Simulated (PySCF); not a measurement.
# C₆H₄FI: NMR shieldings

What do calculations give for the NMR shieldings of C₆H₄FI (`Fc1ccccc1I`)?

Programs: PySCF 2.14.0, with routines of our own; each step states its level. All values are computed. Atoms count from 0.

## 1. The system as given

12 atoms, charge 0, multiplicity 1; geometry from: GFN2-xTB.

## 2. Optimising the geometry at PBE0-D3(BJ)/def2-SVP

What the job is given:

```
{"job": {"xc": "PBE0", "basis": "def2-SVP", "d3": "d3bj", "grid": 1, "maxiter": 30, "shake": 0.01, "kind": "geom"}, "charge": 0, "multiplicity": 1}
F      1.215970    -2.389200     0.053960
C      0.554130    -1.185590     0.021430
C     -0.843440    -1.165110     0.002680
C     -1.449670     0.055500    -0.019600
C     -0.762500     1.227660    -0.042000
C      0.620490     1.213130    -0.021030
C      1.300760    -0.006420     0.009630
I      3.414300    -0.068380     0.026500
H     -1.359840    -2.093980     0.042930
H     -2.564070     0.073310    -0.015460
H     -1.279910     2.181210    -0.044490
H      1.193460     2.129590    -0.023580
```

The run is started by

```bash
$ OMP_NUM_THREADS=1 python heavy_run.py task.json out
```

This one command runs all jobs of the session in turn.

Standard output:

```text
step   0  E = -627.99011657  max force = 0.057802
step   1  E = -627.99095366  max force = 0.014620
step   2  E = -627.99407539  max force = 0.010390
step   3  E = -627.99524116  max force = 0.007952
step   4  E = -627.99569176  max force = 0.003498
step   5  E = -627.99567397  max force = 0.002784
step   6  E = -627.99581489  max force = 0.000456
step   7  E = -627.99581088  max force = 0.001027
step   8  E = -627.99581610  max force = 0.000313
optimisation converged
```

It took 2.8 min on 1 thread of Arm Neoverse N1, shared host; peak memory 0.57 GiB.

The steps of the relaxation:

```csv
step,energy from step 0 (eV),largest force component (eV/Å)
0,0.0000,2.9723
1,-0.0228,0.7518
2,-0.1077,0.5343
3,-0.1394,0.4089
4,-0.1517,0.1799
5,-0.1512,0.1432
6,-0.1551,0.0234
7,-0.1550,0.0528
8,-0.1551,0.0161
```

Close pairs (by a distance rule), those that changed most:

```csv
bond,before (Å),after (Å),change (Å)
F0–C1,1.374,1.326,-0.048
C3–C4,1.359,1.394,+0.035
C2–C3,1.363,1.392,+0.029
C2–H8,1.064,1.092,+0.028
C3–H9,1.115,1.092,-0.023
C6–I7,2.115,2.092,-0.022
C5–H11,1.081,1.092,+0.011
C4–C5,1.383,1.393,+0.010
```

The next job starts from the end point, and lists it.

```csv
at the end point,value
point group (found at 0.08 Å tolerance),Cs
"rotational constants (GHz, main isotopes)","2.831, 0.733, 0.582"
dipole moment (D),2.12
```

## 3. NMR shieldings: PBE/pcSseg-1 I:us-x2c-TZVPall-2c, spin–orbit

What the job is given:

```
{"job": {"kind": "hnmr", "xc": "PBE", "basis": {"default": "pcSseg-1", "I": "us-x2c-TZVPall-2c"}, "rel": "so"}, "charge": 0, "multiplicity": 1}
F      1.101487    -2.349558    -0.542162
C      0.524798    -1.187160    -0.268584
C     -0.838911    -1.158069     0.001148
C     -1.455437     0.055941     0.291138
C     -0.709252     1.233666     0.310811
C      0.657018     1.198125     0.039015
C      1.281625    -0.014966    -0.252815
I      3.331039    -0.099440    -0.665904
H     -1.394140    -2.097733    -0.022166
H     -2.526427     0.079475     0.503160
H     -1.188602     2.188001     0.538172
H      1.247048     2.116326     0.052507
```

Level: PBE/pcSseg-1 I:us-x2c-TZVPall-2c GIAO NMR shielding, X2C with spin-orbit coupling, screened-nuclear two-electron part, Gaussian nuclei, gas phase.

Standard output:

```text
spin-free SCF
coarse grid: 54296 points
cycle   1  E = -7445.7754109840  dE =  8.085e-01  |g| = 5.922e-01  |ddm| = 9.730e+00
cycle   2  E = -7445.6377037705  dE =  1.377e-01  |g| = 9.482e-01  |ddm| = 1.469e+00
cycle   3  E = -7445.8298355844  dE = -1.921e-01  |g| = 2.262e-01  |ddm| = 1.067e+00
cycle   4  E = -7445.8415697194  dE = -1.173e-02  |g| = 1.202e-01  |ddm| = 3.659e-01
cycle   5  E = -7445.8450929076  dE = -3.523e-03  |g| = 3.890e-02  |ddm| = 1.402e-01
cycle   6  E = -7445.8453319256  dE = -2.390e-04  |g| = 1.203e-02  |ddm| = 4.150e-02
cycle   7  E = -7445.8453551176  dE = -2.319e-05  |g| = 7.194e-03  |ddm| = 1.996e-02
cycle   8  E = -7445.8453685680  dE = -1.345e-05  |g| = 1.143e-03  |ddm| = 7.993e-03
cycle   9  E = -7445.8453688635  dE = -2.955e-07  |g| = 3.801e-04  |ddm| = 1.440e-03
final grid: 114384 points
cycle  10  E = -7445.8428763967  dE = -1.176e-06  |g| = 2.217e-03  |ddm| = 2.837e-03
cycle  11  E = -7445.8428756293  dE =  7.673e-07  |g| = 1.862e-03  |ddm| = 2.552e-03
cycle  12  E = -7445.8428757626  dE = -1.332e-07  |g| = 1.692e-03  |ddm| = 3.412e-03
cycle  13  E = -7445.8428765228  dE = -7.602e-07  |g| = 4.381e-04  |ddm| = 1.823e-03
cycle  14  E = -7445.8428765718  dE = -4.898e-08  |g| = 4.227e-05  |ddm| = 4.156e-04
cycle  15  E = -7445.8428765722  dE = -4.084e-10  |g| = 7.086e-06  |ddm| = 4.473e-05
converged SCF energy = -7445.8428765722
two-component SCF
cycle   1  E = -7444.9089478638  dE = -7.445e+03  |FDS-SDF| = 5.765e+01
cycle   2  E = -7447.0675138479  dE = -2.159e+00  |FDS-SDF| = 9.246e-02
cycle   3  E = -7447.0675003277  dE =  1.352e-05  |FDS-SDF| = 1.760e-02
cycle   4  E = -7447.0673816186  dE =  1.187e-04  |FDS-SDF| = 2.504e-02
cycle   5  E = -7447.0675190003  dE = -1.374e-04  |FDS-SDF| = 7.146e-03
cycle   6  E = -7447.0675293962  dE = -1.040e-05  |FDS-SDF| = 1.445e-03
cycle   7  E = -7447.0675298849  dE = -4.887e-07  |FDS-SDF| = 4.444e-04
cycle   8  E = -7447.0675299246  dE = -3.968e-08  |FDS-SDF| = 7.415e-05
cycle   9  E = -7447.0675299254  dE = -8.531e-10  |FDS-SDF| = 2.310e-05
converged, E = -7447.0675299254

Field gradients (au) and densities at the nuclei (bohr^-3)
atom        Vxx        Vyy        Vzz        centre      nuclear mean
  0 F     -1.1951    -1.6772     2.8723        407.025        407.024
  1 C      0.0276     0.3646    -0.3922        114.454        114.454
  2 C     -0.0693    -0.1484     0.2178        114.516        114.516
  3 C     -0.1240    -0.1631     0.2871        114.515        114.515
  4 C     -0.1079    -0.1494     0.2572        114.509        114.509
  5 C     -0.0944    -0.1685     0.2629        114.528        114.528
  6 C      0.0403     0.2229    -0.2632        114.544        114.544
  7 I     -5.7397    -6.7104    12.4500     227886.268     225827.266
  8 H     -0.1422    -0.1633     0.3054          0.380          0.380
  9 H     -0.1429    -0.1619     0.3048          0.384          0.384
 10 H     -0.1423    -0.1632     0.3055          0.384          0.384
 11 H     -0.1409    -0.1620     0.3029          0.384          0.384
without picture change
  7 I                           13.5351                    484267.789

Core orbital energies (eV)
atom   shell        mean    spread
  7 I  1s       -32914.757   0.000
  7 I  2s        -5085.126   0.000
  7 I  3s        -1026.079   0.000
  7 I  4s         -179.721   0.000
  7 I  5s          -17.703   0.000
  7 I  2p1/2     -4770.191   0.000
  7 I  2p3/2     -4473.268   0.042
  7 I  3p1/2      -896.165   0.000
  7 I  3p3/2      -840.138   0.103
  7 I  4p1/2      -134.443   0.000
  7 I  4p3/2      -123.508   0.228
  7 I  3d3/2      -611.382   0.095
  7 I  3d5/2      -599.776   0.124
  7 I  4d3/2       -50.718   0.264
  7 I  4d5/2       -49.012   0.353

vertical triplet (scalar unrestricted SCF): 3.973 eV

Shielding tensors (ppm)
atom      isotropic    diamagn.    paramagn.     s11        s22        s33       span
  0 F       242.41      472.49     -230.08     185.58     234.55     307.11     121.53
  1 C        11.79      247.08     -235.28     -77.34      29.99      82.73     160.07
  2 C        62.27      256.49     -194.22     -22.94      48.90     160.84     183.78
  3 C        48.51      252.94     -204.43     -51.58      32.48     164.65     216.23
  4 C        52.53      252.87     -200.34     -51.38      43.74     165.22     216.61
  5 C        35.87      248.61     -212.74     -66.06      41.37     132.29     198.36
  6 C        93.30      258.66     -165.35     -12.45     117.01     175.35     187.80
  7 I      4702.30     5093.61     -391.32    3885.81    4174.93    6046.15    2160.34
  8 H        24.25       29.74       -5.49      20.48      24.71      27.56       7.08
  9 H        23.97       29.96       -5.99      20.73      25.05      26.13       5.40
 10 H        24.36       29.88       -5.52      21.21      25.04      26.83       5.61
 11 H        23.32       30.20       -6.87      17.55      21.95      30.47      12.92
```

Run time: 4.4 min. Hardware: 1 thread of Arm Neoverse N1, shared host; peak memory 1.1 GiB.

Key values:

```csv
quantity,value
energy from spin-orbit coupling,-1.2247 Eh
```

Orbitals, density, ELF and potential are computed afterwards from the orbital file.

Frontier orbitals at PBE/us-x2c-TZVPall-2c+pcSseg-1, with the share of their density that lies nearest to each atom:

```csv
orbital,energy (eV),lies on
HOMO,-5.83,"I7 54 %; C3, C6 about 11 % each; C1 9 %"
LUMO,-1.76,I7 55 %; C6 29 %
```

ELF in a plane through or near 12 of the atoms.

Ten even steps from ' ' (0.00) to '@' (1.00):
```
                                                        
                                                        
                                                        
                  --++::    --%%@@++                    
                **@@@@%%..  %%@@@@@@      ::..          
              ..@@@@@@@@==..%%@@@@%%    ++##**++::      
                ##@@@@@@**++**@@@@==  --##%%%%##==..    
                  --**::==@@--..**::..++++==++##++..    
            ..::..::**++::##==##%%++++==--**====++..    
          ==@@@@@@##::****..::++++--%%--**--**--++::    
          ##@@@@@@%%++::++..::##--==**==--++--++**--    
          ==@@@@@@****%%++++++::##==..::**##%%%%**::    
            ==++--..==++%%--**##::::..  ::##%%##++..    
                  ..%%@@%%++==++####%%==    ----..      
                  ##@@@@@@++  ++++--%%++                
                  ##@@@@@@--  **%%##++::                
                  ::##@@%%..  --==--..                  
                                                        
                                                        
                                                        
```
The map spans 12.0 Å across and 9.8 Å up, centred on the molecule. Atoms in the plane (x, y in Å): F0 (1.5, -2.2), C1 (0.7, -1.1), C2 (-0.7, -1.3), C3 (-1.5, -0.1), C4 (-0.9, 1.1), C5 (0.5, 1.3), C6 (1.3, 0.2), I7 (3.4, 0.3), H8 (-1.1, -2.3), H9 (-2.6, -0.3), H10 (-1.5, 2.0), H11 (0.9, 2.3).

On the surface of density 0.002 e/bohr³ the electrostatic potential runs, from the 1st to the 99th percentile, from -0.62 V near F0 to 1.08 V near I7.

## 4. NMR shieldings: PBE/pcSseg-1 I:us-x2c-TZVPall-2c, spin-free

The job, as its differences from that of step 3:

```diff
@@ -1,2 +1,2 @@
-{"job": {"kind": "hnmr", "xc": "PBE", "basis": {"default": "pcSseg-1", "I": "us-x2c-TZVPall-2c"}, "rel": "so"}, "charge": 0, "multiplicity": 1}
+{"job": {"kind": "hnmr", "xc": "PBE", "basis": {"default": "pcSseg-1", "I": "us-x2c-TZVPall-2c"}, "rel": "sf"}, "charge": 0, "multiplicity": 1}
 F      1.101487    -2.349558    -0.542162
```

Method: PBE/pcSseg-1 I:us-x2c-TZVPall-2c GIAO NMR shielding, spin-free X2C, Gaussian nuclei, gas phase.

Standard output:

```text
spin-free SCF
coarse grid: 54296 points
cycle   1  E = -7445.7754109840  dE =  8.085e-01  |g| = 5.922e-01  |ddm| = 9.730e+00
cycle   2  E = -7445.6377037705  dE =  1.377e-01  |g| = 9.482e-01  |ddm| = 1.469e+00
cycle   3  E = -7445.8298355844  dE = -1.921e-01  |g| = 2.262e-01  |ddm| = 1.067e+00
cycle   4  E = -7445.8415697194  dE = -1.173e-02  |g| = 1.202e-01  |ddm| = 3.659e-01
cycle   5  E = -7445.8450929076  dE = -3.523e-03  |g| = 3.890e-02  |ddm| = 1.402e-01
cycle   6  E = -7445.8453319256  dE = -2.390e-04  |g| = 1.203e-02  |ddm| = 4.150e-02
cycle   7  E = -7445.8453551176  dE = -2.319e-05  |g| = 7.194e-03  |ddm| = 1.996e-02
cycle   8  E = -7445.8453685680  dE = -1.345e-05  |g| = 1.143e-03  |ddm| = 7.993e-03
cycle   9  E = -7445.8453688635  dE = -2.955e-07  |g| = 3.801e-04  |ddm| = 1.440e-03
final grid: 114384 points
cycle  10  E = -7445.8428763967  dE = -1.176e-06  |g| = 2.217e-03  |ddm| = 2.837e-03
cycle  11  E = -7445.8428756293  dE =  7.673e-07  |g| = 1.862e-03  |ddm| = 2.552e-03
cycle  12  E = -7445.8428757626  dE = -1.332e-07  |g| = 1.692e-03  |ddm| = 3.412e-03
cycle  13  E = -7445.8428765228  dE = -7.602e-07  |g| = 4.381e-04  |ddm| = 1.823e-03
cycle  14  E = -7445.8428765718  dE = -4.898e-08  |g| = 4.227e-05  |ddm| = 4.156e-04
cycle  15  E = -7445.8428765722  dE = -4.084e-10  |g| = 7.086e-06  |ddm| = 4.473e-05
converged SCF energy = -7445.8428765722
check of the scalar solution
cycle   1  E = -7445.8428765721  dE = -7.446e+03  |FDS-SDF| = 6.475e+00
cycle   2  E = -7445.8447519187  dE = -1.875e-03  |FDS-SDF| = 4.092e-03
cycle   3  E = -7445.8447519191  dE = -3.556e-10  |FDS-SDF| = 1.643e-04
cycle   4  E = -7445.8447519148  dE =  4.251e-09  |FDS-SDF| = 1.777e-04
cycle   5  E = -7445.8447519173  dE = -2.419e-09  |FDS-SDF| = 1.049e-04
cycle   6  E = -7445.8447519204  dE = -3.095e-09  |FDS-SDF| = 1.303e-05
converged, E = -7445.8447519204

Field gradients (au) and densities at the nuclei (bohr^-3)
atom        Vxx        Vyy        Vzz        centre      nuclear mean
  0 F     -1.1954    -1.6787     2.8741        407.026        407.025
  1 C      0.0273     0.3646    -0.3918        114.454        114.454
  2 C     -0.0692    -0.1485     0.2177        114.516        114.516
  3 C     -0.1242    -0.1632     0.2874        114.515        114.515
  4 C     -0.1079    -0.1492     0.2572        114.509        114.509
  5 C     -0.0939    -0.1690     0.2629        114.528        114.528
  6 C      0.0362     0.2297    -0.2659        114.542        114.542
  7 I     -5.7857    -6.7648    12.5505     227719.029     225660.028
  8 H     -0.1422    -0.1633     0.3054          0.380          0.380
  9 H     -0.1429    -0.1619     0.3048          0.384          0.384
 10 H     -0.1423    -0.1631     0.3054          0.384          0.384
 11 H     -0.1409    -0.1619     0.3028          0.383          0.383
without picture change
  7 I                           13.7109                    484288.471

Core orbital energies (eV)
atom   shell        mean    spread
  7 I  1s       -32916.908   0.000
  7 I  2s        -5085.543   0.000
  7 I  3s        -1026.185   0.000
  7 I  4s         -179.753   0.000
  7 I  5s          -17.711   0.000
  7 I  2p        -4568.235   0.064
  7 I  3p         -858.115   0.157
  7 I  4p         -127.022   0.350
  7 I  3d         -604.470   0.139
  7 I  4d          -49.712   0.401

Shielding tensors (ppm)
atom      isotropic    diamagn.    paramagn.     s11        s22        s33       span
  0 F       243.82      472.16     -228.33     182.80     235.47     313.21     130.41
  1 C        11.04      246.84     -235.80     -75.87      28.08      80.92     156.79
  2 C        60.85      256.36     -195.51     -22.02      48.83     155.73     177.74
  3 C        48.33      252.78     -204.46     -52.34      31.87     165.45     217.79
  4 C        52.69      252.74     -200.05     -49.82      43.41     164.47     214.29
  5 C        37.58      248.52     -210.94     -63.78      40.54     135.98     199.75
  6 C        56.43      257.62     -201.19      -9.72      59.28     119.73     129.45
  7 I      3386.31     5558.29    -2171.98    2276.39    2599.27    5283.27    3006.88
  8 H        24.17       29.74       -5.57      20.48      24.48      27.55       7.07
  9 H        23.99       29.94       -5.94      20.72      25.11      26.15       5.44
 10 H        24.19       29.88       -5.69      20.86      24.86      26.84       5.98
 11 H        23.57       30.12       -6.56      18.07      21.83      30.80      12.72
```

Wall time 66 s (1 thread of Arm Neoverse N1, shared host); peak memory 0.97 GiB.

## 5. Shieldings side by side

```csv
run,I7,C6,C5,C2,F0,C1,H11,time
"step 3, PBE/pcSseg-1 I:us-x2c-TZVPall-2c, spin–orbit",4702.3,93.3,35.9,62.3,242.4,11.8,23.3,4.4 min
"step 4, PBE/pcSseg-1 I:us-x2c-TZVPall-2c, spin-free",3386.3,56.4,37.6,60.8,243.8,11.0,23.6,66 s
```

## 6. Results

| quantity | value |
| --- | --- |
| point group | Cs |
| rotational constants (main isotopes) | 2.83, 0.73, 0.58 GHz |
| energy from spin-orbit coupling (step 3, PBE/pcSseg-1 I:us-x2c-TZVPall-2c, spin–orbit) | -1.2247 Eh |
| shieldings (step 3, PBE/pcSseg-1 I:us-x2c-TZVPall-2c, spin–orbit) | F0 242.4, C1 11.8, C2 62.3, C3 48.5, C4 52.5, C5 35.9, C6 93.3, I7 4702.3 ppm |
| surface potential, 1st and 99th percentile | -0.62 V and 1.08 V |
| shieldings (step 4, PBE/pcSseg-1 I:us-x2c-TZVPall-2c, spin-free) | F0 243.8, C1 11.0, C2 60.8, C3 48.3, C4 52.7, C5 37.6, C6 56.4, I7 3386.3 ppm |

**Reading.** The optimisation took 8 steps and gained 0.155 eV; among the bonded pairs, F0–C1 changed most, from 1.374 to 1.326 Å. No frequency check was run at this level, so the end point may be a saddle. In step 3, I7 has the widest tensor, 2160 ppm. By nearest atom (PBE/us-x2c-TZVPall-2c+pcSseg-1), the HOMO sits on I7 54 %; C3, C6 about 11 % each and the LUMO on I7 55 %; C6 29 %. I7 moves most between the runs, by 1316 ppm; the labels say what changes from run to run.
